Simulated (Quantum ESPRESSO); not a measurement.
The system is Ho.

```xyz
2
Lattice="3.5773 0.0000 0.0000 -1.7887 3.0980 0.0000 0.0000 0.0000 5.6158" Properties=species:S:1:pos:R:3 pbc="T T T"
Ho    1.7887    1.0327    4.2119
Ho    0.0000    2.0654    1.4040
```

Base run:

```yaml
Program: Quantum ESPRESSO 7.5
Functional: PBEsol
Potentials_or_basis: SSSP 1.3 efficiency PBE
Cutoff: 748 eV
Density_cutoff: 5987 eV
k_mesh: 9 × 9 × 5
Occupations: fermi-dirac, width 0.05 eV
Spin: collinear spin, ferromagnetic start
Starting_moments: "[4.0, 4.0] μB"
```

Its results: band gap on the k mesh none (metal or under the smearing width); pressure -2.2 GPa; net moment 6.85 μB per cell; site moments Ho +3.49 μB.

**Question.** The run is repeated on the same cell with these changes: functional from PBEsol to LDA. What comes out?

**Answer.** Band gap on the k mesh none (metal or under the smearing width); pressure -4.2 GPa; net moment 6.87 μB per cell; site moments Ho +3.48 μB.

LDA binds more tightly than PBEsol, so the same cell stands under less pressure.

Caveats: the potentials were made for another functional, which shifts forces and pressure; the magnetic or orbital state may not be the lowest; some levels on the path didn't converge; spin-orbit coupling is left out, which moves the levels of the heavy elements.
